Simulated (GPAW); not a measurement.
Crystal: GaGe3.

```
CELL_PARAMETERS angstrom
4.27847 0.00000 0.00000
0.00000 4.27847 0.00000
0.00000 0.00000 4.27847
ATOMIC_POSITIONS crystal
Ge 0.50000 0.50000 0.00000
Ge 0.50000 0.00000 0.50000
Ge 0.00000 0.50000 0.50000
Ga 0.00000 0.00000 0.00000
```

The cell comes from a database or a generator and needn't be the stable form of this composition.

| Item | Value |
| --- | --- |
| Program | GPAW 26.7.0 |
| Task | relaxation of cell and atoms |
| Functional | PBEsol |
| Potentials or basis | PAW data sets generated in the run's folder for this functional |
| Cutoff | 600 eV |
| Basis | pw |
| k mesh | 6 × 6 × 6 |
| Occupations | fermi-dirac, width 0.05 eV |
| Spin | no spin polarisation |

At the start: pressure -3.7 GPa; volume 19.58 Å³/atom.

**Question.** How do energy, volume and symmetry change on relaxing?

**Answer.** Over 4 steps the energy falls by 14.1 meV/atom and the volume is 18.40 Å³/atom (-6.0 %); space group Pm-3m (No. 221, to 0.05 Å).

The path:
| step | energy change (eV) | largest force (eV/Å) | pressure (GPa) | volume (Å³) |
| --- | --- | --- | --- | --- |
| 1 | 0.0000 | 0.0000 | -3.70 | 78.32 |
| 2 | -0.0083 | 0.0000 | -3.45 | 77.94 |
| 3 | -0.0557 | 0.0000 | 0.33 | 73.24 |
| 4 | -0.0562 | 0.0000 | -0.02 | 73.61 |

Final structure:
```xyz
4
Lattice="4.1910 0.0000 0.0000 0.0000 4.1910 0.0000 0.0000 0.0000 4.1910" Properties=species:S:1:pos:R:3 pbc="T T T"
Ge    2.0955    2.0955    0.0000
Ge    2.0955    0.0000    2.0955
Ge    0.0000    2.0955    2.0955
Ga    0.0000    0.0000    0.0000
```

Caveat: later steps reuse the first step's grids.
